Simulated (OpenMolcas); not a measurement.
# Mo⁴⁺ among point charges: CASSCF and CASPT2 levels and susceptibility

Aim: the splitting of the states of Mo⁴⁺ in the field of 6 point charges, its lowest levels with spin-orbit coupling and its magnetic susceptibility.

Program: OpenMolcas 26.06. Level of theory: state-averaged CASSCF and CASPT2, spin-orbit coupling by RASSI with atomic mean-field integrals. These are calculated values, not measurements, unless marked.

## Step 1: The atom as given

| Item | Value |
| --- | --- |
| Species | Mo⁴⁺ (molybdenum, Z = 42, 38 electrons) |
| Basis | ANO-RCC-VDZP [6s5p3d1f], 43 functions |
| Scalar Hamiltonian | DKH2, point nucleus |
| Inactive shells | 1s 2s 2p 3s 3p 3d 4s 4p |
| Active space | 2 electrons in 5 orbitals (4d) |
| Some configurations of this space | 4d2 |
| Orbitals | optimised for each spin and parity, averaged over all roots |

The outer shells:

4d2
```
4d [↑ ][↑ ][  ][  ][  ]
```

The ion sits among 6 point charges of -1.5 e arranged as an octahedron (Oh), 2.08 Å from the ion.

Each step is its own input file, run in one work folder so that later steps find the files of earlier ones. Labels, J, g values, rates, χT and fits are worked out afterwards by a script from the matrices that RASSI stores. The input lists half of the charges; inversion (Group=XYZ) makes the rest.

## Step 2: One- and two-electron integrals

Input file a.inp:

```
&GATEWAY
Coord
1

Mo 0.0 0.0 0.0
Basis=ANO-RCC-VDZP
Group=XYZ
NoMove
AngMom=0.0 0.0 0.0
AMFI
XField
3 Angstrom 0
2.080000 0.000000 0.000000 -1.500000
0.000000 2.080000 0.000000 -1.500000
0.000000 0.000000 2.080000 -1.500000
&SEWARD
```

## Step 3: CASSCF: triplets of even parity, 10 roots

Input file a.inp:

```
&RASSCF
FileOrb=start.orb
Symmetry=1
Spin=3
nActEl=2 0 0
Inactive=9 9
Ras2=5 0
CIRoot=10 10 1
SDav=10
CIMx=300
Iter=120 100
PrWF=0.3
OrbListing=Nothing
MaxOrb=0
>>> COPY $Project.JobIph JOB001
```

start.orb holds the contracted functions of the basis, ordered by shell, or the orbitals of the step before.

## Step 4: CASSCF: singlets of even parity, 15 roots

Input file a.inp:

```
&RASSCF
FileOrb=start.orb
Symmetry=1
Spin=1
nActEl=2 0 0
Inactive=9 9
Ras2=5 0
CIRoot=15 15 1
SDav=15
CIMx=300
Iter=120 100
PrWF=0.3
OrbListing=Nothing
MaxOrb=0
>>> COPY $Project.JobIph JOB002
```

## Step 5: State interaction with spin-orbit coupling

Input file a.inp:

```
&RASSI
NrOfJobIphs=2 10 15
1 2 3 4 5 6 7 8 9 10
1 2 3 4 5 6 7 8 9 10 11 12 13 14 15
IphNames
JOB001
JOB002
EJob
SpinOrbit
DIPRint=1.0
SOCoupling=1000.0
Subsets=2
Property=9
'ANGMOM' 1 'ANGMOM' 2 'ANGMOM' 3 'MLTPL  1' 1 'MLTPL  1' 2 'MLTPL  1' 3
'AMFI' 1 'AMFI' 2 'AMFI' 3
SOProperty=3
'ANGMOM' 1 'ANGMOM' 2 'ANGMOM' 3
```

## Step 6: CASPT2: IPEA 0.25, imaginary shift 0.1 (closed shells correlated: 4s 4p)

Input file a.inp:

```
>>> COPY JOB001 $Project.JobIph
&CASPT2
Multistate=10 1 2 3 4 5 6 7 8 9 10
NoMult
Frozen=8 6
IPEA=0.25
Imaginary=0.1
MaxIter=60
WThr=0.0 0.3 0.05
PrWF=0.5
NoMix
>>> COPY JOB002 $Project.JobIph
&CASPT2
Multistate=15 1 2 3 4 5 6 7 8 9 10 11 12 13 14 15
NoMult
Frozen=8 6
IPEA=0.25
Imaginary=0.1
MaxIter=60
WThr=0.0 0.3 0.05
PrWF=0.5
NoMix
```

(Steps that only read results are left out.)

**Question.** What will these runs give? Wanted: spin-free ground state; first state of the same spin within the active space; lowest level; next level.

**Answer**, as computed:

| quantity | value |
| --- | --- |
| method | SS-CASPT2, IPEA 0.25, imaginary shift 0.1 (closed shells correlated: 4s 4p) |
| spin-free ground state | 3T1, 3-fold in its orbital part |
| first state of the same spin within the active space | 3T2 at 6420 cm⁻¹ |
| lowest level | 2-fold E, g = 0.00, 0.00, 0.00 |
| next level | 207.4 cm⁻¹ |
| χT at 300 K | 0.21 cm³ K/mol |
| effective moment at 300 K | 1.30 μB |

Cost by method:

| method | time of its own steps | time with the reference |
| --- | --- | --- |
| A. CASSCF | 8.8 s | 8.8 s |
| B. SS-CASPT2, IPEA 0.25, imaginary shift 0.1, +4s 4p | 2 s | 11 s |

Times are of one thread on a shared host.

**Reading.** The spin-free ground state (3T1) comes to 97 % from free-ion F terms and keeps the highest spin of the shell. χT at 300 K is 0.21, against 1.00 cm³ K/mol for the spin alone, so spin-orbit coupling lowers it. A ligand-field fit to the states below 45000 cm-1 gives 10Dq = 7868 cm-1, B = 723 cm-1 and C = 3036 cm-1 (C/B = 4.20), with a deviation of 316 cm-1. CASPT2 does not keep the components of a term degenerate, and the means are used. The field of point charges can differ much from that of real complexes. Point charges carry no covalency, so the field is a model and not that of real ligands.
